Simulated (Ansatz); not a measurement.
# C2H6F2Si: basis-set convergence

How large a basis does C2H6F2Si need? Two functionals are run in growing sets.

Program: Ansatz 0.2.0, Gaussian basis. Level of theory: one geometry, several basis sets. These are calculated values, not measurements.

Levels to be run: PBE0-D4/def2-SVP; ωB97M-V/def2-SVP; PBE0-D4/def2-QZVPP; ωB97M-V/def2-QZVPP; the functionals' def2-TZVPP values are taken from earlier runs.

### 1 The relaxed structure

The geometry comes from an earlier relaxation with PBE0-D4 in a triple-zeta def2 set; it is a stationary point, not always the lowest conformer.

SMILES `CC[SiH](F)F`, 11 atoms, charge 0, spin multiplicity 1.

Atoms are counted from 1 here; the program's logs count them from 0.

Bond lengths: C1–C2 1.529 Å, C1–H6 1.092 Å, C1–H7 1.092 Å, C1–H8 1.092 Å, C2–Si3 1.846 Å, C2–H9 1.096 Å, C2–H10 1.096 Å, Si3–F4 1.592 Å, Si3–F5 1.592 Å, Si3–H11 1.478 Å. Angles: C2–C1–H6 111.2°, C2–C1–H7 111.3°, C2–C1–H8 111.3°, H6–C1–H7 107.7°, H6–C1–H8 107.7°, H7–C1–H8 107.5°, C1–C2–Si3 114.1°, C1–C2–H9 110.7°, C1–C2–H10 110.7°, Si3–C2–H9 107.5°, Si3–C2–H10 107.5°, H9–C2–H10 105.8°, C2–Si3–F4 109.9°, C2–Si3–F5 109.9°, C2–Si3–H11 114.9°, F4–Si3–F5 106.4°, F4–Si3–H11 107.7°, F5–Si3–H11 107.7°.

### 2 PBE0-D4 in def2-SVP

in.yaml

```yaml
crystal:
  periodic: [false, false, false]
  atoms:
    - {symbol: C, position_ang: [-0.862061, 0.774630, -0.807148]}
    - {symbol: C, position_ang: [-0.303317, -0.565431, -0.327600]}
    - {symbol: Si, position_ang: [1.009935, -0.417981, 0.961944]}
    - {symbol: F, position_ang: [2.222988, 0.448617, 0.402365]}
    - {symbol: F, position_ang: [0.441804, 0.367058, 2.225503]}
    - {symbol: H, position_ang: [-1.633143, 0.631181, -1.566973]}
    - {symbol: H, position_ang: [-1.308567, 1.336096, 0.016240]}
    - {symbol: H, position_ang: [-0.078814, 1.398094, -1.243510]}
    - {symbol: H, position_ang: [0.119053, -1.131838, -1.166012]}
    - {symbol: H, position_ang: [-1.102018, -1.193475, 0.084442]}
    - {symbol: H, position_ang: [1.559339, -1.703953, 1.441247]}
basis:
  gaussian: {orbitals: def2-SVP}
hamiltonian: {xc: pbe0, dispersion: d4}
output: {orbitals: {seedname: orbitals}}
```

Run with:

```console
> ansatz run in.yaml --threads 4 --pin off --events-out ev --progress --plain --max-ram 10444MiB
```

The runs that follow: ωB97M-V in def2-SVP; PBE0-D4 in def2-QZVPP; ωB97M-V in def2-QZVPP.

Q: Predict the results of all the runs planned. Wanted: PBE0-D4: double and triple zeta above quadruple; ωB97M-V: double and triple zeta above quadruple.

As calculated:

| quantity | value |
| --- | --- |
| PBE0-D4: double and triple zeta above quadruple | 13.04, 0.71 eV |
| ωB97M-V: double and triple zeta above quadruple | 13.29, 0.67 eV |

PBE0-D4 gains 12.33 eV from double to triple zeta, then 0.71 eV more. Total energies overstate the basis error of differences, where much of it tends to cancel. The LUMO of ωB97M-V is positive and keeps falling with the basis (3.21 to 1.76 eV): an unbound level that the basis holds in place.
